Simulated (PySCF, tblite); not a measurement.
**C5H6F2O: dynamics, then NMR shifts on frames**

How do NMR shifts of C5H6F2O (`C=C/C=C\OC(F)F`) change as the atoms move?

The runs use tblite 0.8.0 and PySCF 2.14.0, with density-fitted response routines of our own; the level of theory stands in each step. All values are computed, except where a source is named. Atoms are numbered from 0 throughout.

## (1) Starting geometry

14 atoms, charge 0, multiplicity 1; geometry from: GFN2-xTB.

Bonds of the start (Å): C0–C1 1.33, C1–C2 1.44, C2–C3 1.33, C3–O4 1.38, O4–C5 1.34, C5–F6 1.34, C5–F7 1.36, C0–H8 1.08, C0–H9 1.08, C1–H10 1.08, C2–H11 1.08, C3–H12 1.08, C5–H13 1.11.

## (2) Thermal motion with GFN2-xTB

Job settings and geometry (Å):

```
{"job": {"kind": "md", "xc": "GFN2-xTB", "basis": "xTB", "temperature": 400, "steps": 2000, "every": 50, "frames": 5}, "charge": 0, "multiplicity": 1}
C     -2.954783    -0.127284     0.134791
C     -1.632895    -0.254549     0.179454
C     -0.721889     0.814280    -0.158735
C      0.605254     0.707397    -0.129173
O      1.234171    -0.461252     0.263166
C      2.553936    -0.553314     0.029682
F      3.096016    -1.394395     0.921129
F      2.805353    -1.096900    -1.191618
H     -3.612366    -0.939895     0.389072
H     -3.423084     0.798414    -0.158119
H     -1.173100    -1.186190     0.475264
H     -1.146732     1.762010    -0.453272
H      1.268490     1.521259    -0.395279
H      3.100952     0.409947     0.071470
```

Level: GFN2-xTB Langevin dynamics, gas phase.

Command:

```
> OMP_NUM_THREADS=1 python probes_run.py task.json out
```

One launch serves the whole session: the jobs run in the order shown.

The program printed:

```text
t/fs     T/K      E/eV
    0.0   309.9   -741.34978
   25.0   234.7   -741.02350
   50.0   331.0   -741.05742
   75.0   221.6   -740.83585
  100.0   280.7   -740.97222
  125.0   277.4   -740.85690
  150.0   293.8   -740.83116
  175.0   320.6   -740.94547
  200.0   296.7   -740.62573
  225.0   371.3   -740.64488
  250.0   393.6   -740.68643
  275.0   447.0   -740.88065
  300.0   302.5   -740.72380
  325.0   365.5   -740.69968
  350.0   561.1   -740.80123
  375.0   558.9   -740.72389
  400.0   401.7   -740.86930
  425.0   400.5   -740.88210
  450.0   471.6   -740.90057
  475.0   292.6   -740.77372
  500.0   331.6   -740.69002
  525.0   323.0   -740.86873
  550.0   316.0   -740.85375
  575.0   365.7   -740.81726
  600.0   392.5   -740.74914
  625.0   410.0   -740.86839
  650.0   369.7   -740.80461
  675.0   352.4   -740.81007
  700.0   300.3   -740.71373
  725.0   333.7   -740.69843
  750.0   587.2   -740.86187
  775.0   408.1   -740.95328
  800.0   406.5   -741.01588
  825.0   360.9   -740.90716
  850.0   362.5   -740.90311
  875.0   274.2   -740.75249
  900.0   437.6   -740.84336
  925.0   405.1   -740.91202
  950.0   403.1   -740.87340
  975.0   400.9   -741.02180
 1000.0   408.4   -740.93015
```

Wall time 10 s (1 thread of Arm Neoverse V1, shared host); peak memory 0.18 GiB.

Distance from the start (root mean square after alignment): 0 fs 0.00 Å, 200 fs 0.20 Å, 400 fs 0.29 Å, 600 fs 0.30 Å, 800 fs 0.29 Å, 1000 fs 0.46 Å.

Positions (Å) and forces (eV/Å) at 1000 fs:

```xyz
14

C    -2.104   -0.915    0.839    0.811   -0.544    1.529
C    -0.764   -0.868    0.827   -0.950   -0.113   -0.673
C    -0.001    0.177    0.162   -0.951   -1.145    0.441
C     1.294    0.139   -0.055    1.083    0.209    0.170
O     1.953   -1.058    0.142    1.537    0.090    0.380
C     3.171   -0.966    0.738    0.357    0.748    0.819
F     3.032   -0.876    2.115   -0.233    0.139   -0.321
F     3.897   -2.069    0.593   -0.159   -0.290   -0.532
H    -2.662   -1.525    1.558    0.463   -0.223   -0.609
H    -2.711   -0.218    0.367   -0.696    1.163   -0.838
H    -0.254   -1.689    1.279    0.556   -0.058    0.335
H    -0.558    0.994   -0.170   -0.654    1.260   -0.222
H     1.907    1.024   -0.275   -0.185   -0.534   -0.277
H     3.858   -0.074    0.494   -0.979   -0.702   -0.202
```

## (3) Nuclear shieldings: 250 fs, PBE0/pcSseg-1

Job settings and geometry (Å):

```
{"job": {"kind": "nmr", "xc": "PBE0", "basis": "pcSseg-1", "pop": false}, "charge": 0, "multiplicity": 1}
C     -2.818900    -0.551300    -0.043200
C     -1.567200    -0.604100     0.443500
C     -0.651700     0.359900    -0.020900
C      0.676500     0.248600    -0.124500
O      1.393000    -0.769200     0.308100
C      2.642500    -0.902800     0.027600
F      3.149300    -1.622000     1.025800
F      2.912300    -1.606600    -1.120700
H     -3.457000    -1.344400     0.202300
H     -3.077700     0.291700    -0.721300
H     -1.330500    -1.368000     1.179000
H     -1.142900     1.255900    -0.421100
H      1.226800     0.936400    -0.666100
H      3.265800     0.129600    -0.077900
```

Level: GIAO PBE0/pcSseg-1 NMR shielding, non-relativistic, gas phase.

The program printed:

```text
coarse grid: 12408 points
cycle   1  E = -468.2264828984  dE =  1.490e+00  |g| = 8.714e-01  |ddm| = 3.353e+00
cycle   2  E = -468.1044923932  dE =  1.220e-01  |g| = 1.231e+00  |ddm| = 1.211e+00
cycle   3  E = -468.3607198158  dE = -2.562e-01  |g| = 1.109e-01  |ddm| = 7.588e-01
cycle   4  E = -468.3624518898  dE = -1.732e-03  |g| = 7.012e-02  |ddm| = 1.455e-01
cycle   5  E = -468.3635091244  dE = -1.057e-03  |g| = 1.223e-02  |ddm| = 6.111e-02
cycle   6  E = -468.3635408760  dE = -3.175e-05  |g| = 3.993e-03  |ddm| = 1.203e-02
cycle   7  E = -468.3635444449  dE = -3.569e-06  |g| = 1.308e-03  |ddm| = 3.840e-03
final grid: 122688 points
cycle   8  E = -468.4338700326  dE = -4.023e-05  |g| = 8.672e-03  |ddm| = 2.816e-02
cycle   9  E = -468.4338585229  dE =  1.151e-05  |g| = 1.173e-02  |ddm| = 1.334e-02
cycle  10  E = -468.4338842480  dE = -2.573e-05  |g| = 1.721e-03  |ddm| = 8.778e-03
cycle  11  E = -468.4338849663  dE = -7.184e-07  |g| = 3.813e-04  |ddm| = 1.691e-03
cycle  12  E = -468.4338849939  dE = -2.757e-08  |g| = 1.315e-04  |ddm| = 3.570e-04
cycle  13  E = -468.4338849974  dE = -3.545e-09  |g| = 1.937e-05  |ddm| = 1.037e-04
cycle  14  E = -468.4338849975  dE = -7.219e-11  |g| = 8.294e-06  |ddm| = 2.170e-05
converged SCF energy = -468.4338849975

GIAO shielding tensors (ppm)
atom      isotropic    diamagn.    paramagn.     s11        s22        s33       span
  0 C       54.111     256.238    -202.128    -64.404     76.340    150.396    214.800
  1 C       43.276     253.784    -210.508    -87.663     47.835    169.656    257.319
  2 C       66.494     256.804    -190.310    -32.439     95.436    136.486    168.925
  3 C       53.466     254.357    -200.891    -27.691     75.442    112.648    140.340
  4 O      173.344     403.072    -229.728    121.016    143.503    255.512    134.496
  5 C       63.411     236.054    -172.643     50.961     63.965     75.307     24.346
  6 F      265.099     468.282    -203.183    178.631    275.514    341.151    162.520
  7 F      242.349     470.908    -228.558    156.754    218.576    351.717    194.963
  8 H       26.329      29.814      -3.486     22.331     25.780     30.875      8.543
  9 H       25.274      30.201      -4.927     21.367     25.026     29.431      8.064
 10 H       24.270      31.194      -6.924     21.167     23.233     28.411      7.243
 11 H       25.630      33.197      -7.567     23.466     24.701     28.724      5.258
 12 H       26.905      34.822      -7.917     23.850     26.258     30.608      6.758
 13 H       23.726      24.472      -0.746     21.345     21.579     28.254      6.909
```

It took 16 s on 1 thread of Arm Neoverse V1, shared host; peak memory 0.73 GiB.

The references, computed at this level on geometries of the same kind, shield at (ppm): ¹H TMS 31.72, ¹³C TMS 186.9, ¹⁹F CFCl3 170.9, ¹⁷O H2O 336.1. Their shielding less the atom's gives the shift. The references are single molecules in the gas phase, so shifts against H2O, NH3, PH3, H3PO4 or CFCl3 are not on the usual liquid scales and can be off by tens of ppm. Each atom is listed at this fixed geometry, with no averaging over motion; a spectrum would average atoms that exchange fast.

| atoms | environment | σ (ppm) | δ (ppm) |
| --- | --- | --- | --- |
| C1 | alkene CH | 43.3 | 143.6 |
| C3 | alkene carbon bearing oxygen | 53.5 | 133.5 |
| C0 | terminal =CH2 carbon | 54.1 | 132.8 |
| C5 | sp3 CH bonded to 2 F and O | 63.4 | 123.5 |
| C2 | β carbon of an enol-ether or enamine type C=C | 66.5 | 120.4 |
| H13 | hydrogen on an sp3 CH bonded to 2 F and O | 23.73 | 7.99 |
| H10 | hydrogen on an alkene CH | 24.27 | 7.45 |
| H9 | hydrogen on a terminal =CH2 carbon | 25.27 | 6.44 |
| H11 | hydrogen on a β carbon of an enol-ether or enamine type C=C | 25.63 | 6.09 |
| H8 | hydrogen on a terminal =CH2 carbon | 26.33 | 5.39 |
| H12 | hydrogen on an alkene carbon bearing oxygen | 26.91 | 4.81 |
| O4 | ether oxygen | 173.3 | 162.7 |
| F7 | fluorine of a CF2 group | 242.3 | -71.4 |
| F6 | fluorine of a CF2 group | 265.1 | -94.2 |

## (4) NMR shieldings: 425 fs, PBE0/pcSseg-1

Job settings and geometry (Å):

```
{"job": {"kind": "nmr", "xc": "PBE0", "basis": "pcSseg-1", "pop": false}, "charge": 0, "multiplicity": 1}
C     -2.551800    -0.980300    -0.220400
C     -1.275300    -0.899000     0.127200
C     -0.366400    -0.104500    -0.682000
C      0.919600     0.113200    -0.340400
O      1.520100    -0.588100     0.690900
C      2.753600    -1.035400     0.388000
F      3.444200    -1.152700     1.506400
F      2.659700    -2.302800    -0.132200
H     -3.297000    -1.322700     0.464600
H     -2.686900    -0.623300    -1.241300
H     -0.903100    -1.171200     1.108100
H     -0.630000     0.361400    -1.638600
H      1.489100     0.747300    -0.934200
H      3.244800    -0.405200    -0.398700
```

Method: GIAO PBE0/pcSseg-1 NMR shielding, non-relativistic, gas phase.

The program printed:

```text
coarse grid: 12408 points
cycle   1  E = -468.2359266112  dE =  1.315e+00  |g| = 8.713e-01  |ddm| = 3.333e+00
cycle   2  E = -468.1064562133  dE =  1.295e-01  |g| = 1.249e+00  |ddm| = 1.210e+00
cycle   3  E = -468.3707967421  dE = -2.643e-01  |g| = 9.757e-02  |ddm| = 7.598e-01
cycle   4  E = -468.3719635895  dE = -1.167e-03  |g| = 7.151e-02  |ddm| = 1.368e-01
cycle   5  E = -468.3731708428  dE = -1.207e-03  |g| = 1.378e-02  |ddm| = 6.449e-02
cycle   6  E = -468.3732121244  dE = -4.128e-05  |g| = 3.641e-03  |ddm| = 1.289e-02
cycle   7  E = -468.3732149694  dE = -2.845e-06  |g| = 9.553e-04  |ddm| = 3.131e-03
final grid: 122688 points
cycle   8  E = -468.4439863012  dE = -3.765e-05  |g| = 1.026e-02  |ddm| = 2.594e-02
cycle   9  E = -468.4439707175  dE =  1.558e-05  |g| = 1.413e-02  |ddm| = 1.484e-02
cycle  10  E = -468.4440056455  dE = -3.493e-05  |g| = 1.589e-03  |ddm| = 9.352e-03
cycle  11  E = -468.4440061870  dE = -5.415e-07  |g| = 3.767e-04  |ddm| = 1.496e-03
cycle  12  E = -468.4440062107  dE = -2.364e-08  |g| = 1.671e-04  |ddm| = 3.870e-04
cycle  13  E = -468.4440062173  dE = -6.645e-09  |g| = 3.694e-05  |ddm| = 1.597e-04
cycle  14  E = -468.4440062176  dE = -2.927e-10  |g| = 1.118e-05  |ddm| = 3.418e-05
converged SCF energy = -468.4440062176

GIAO shielding tensors (ppm)
atom      isotropic    diamagn.    paramagn.     s11        s22        s33       span
  0 C       56.956     256.944    -199.988    -62.211     77.123    155.955    218.166
  1 C       43.890     255.780    -211.890    -82.398     47.113    166.956    249.354
  2 C       50.346     259.455    -209.109    -62.377     81.658    131.757    194.134
  3 C       37.719     255.038    -217.319    -58.790     75.251     96.694    155.484
  4 O      162.897     403.734    -240.837     96.066    151.760    240.865    144.800
  5 C       61.197     238.290    -177.093     45.620     63.728     74.242     28.621
  6 F      275.873     466.276    -190.403    201.366    291.820    334.433    133.067
  7 F      253.334     471.776    -218.442    164.648    240.496    354.859    190.211
  8 H       25.634      29.617      -3.983     22.057     25.291     29.553      7.496
  9 H       25.469      30.675      -5.205     21.264     24.331     30.813      9.549
 10 H       24.335      32.581      -8.246     21.095     22.366     29.543      8.448
 11 H       25.468      33.371      -7.903     23.209     24.465     28.731      5.522
 12 H       26.168      34.522      -8.354     23.661     25.316     29.528      5.867
 13 H       25.112      26.256      -1.144     22.727     23.871     28.739      6.012
```

Run time: 17 s. Hardware: 1 thread of Arm Neoverse V1, shared host; peak memory 0.78 GiB.

In short: δ C3 149.2, C1 143.0, C2 136.6, C0 130.0, H10 7.38, H13 6.60 ppm.

(Part 1 of 2 ends here.)
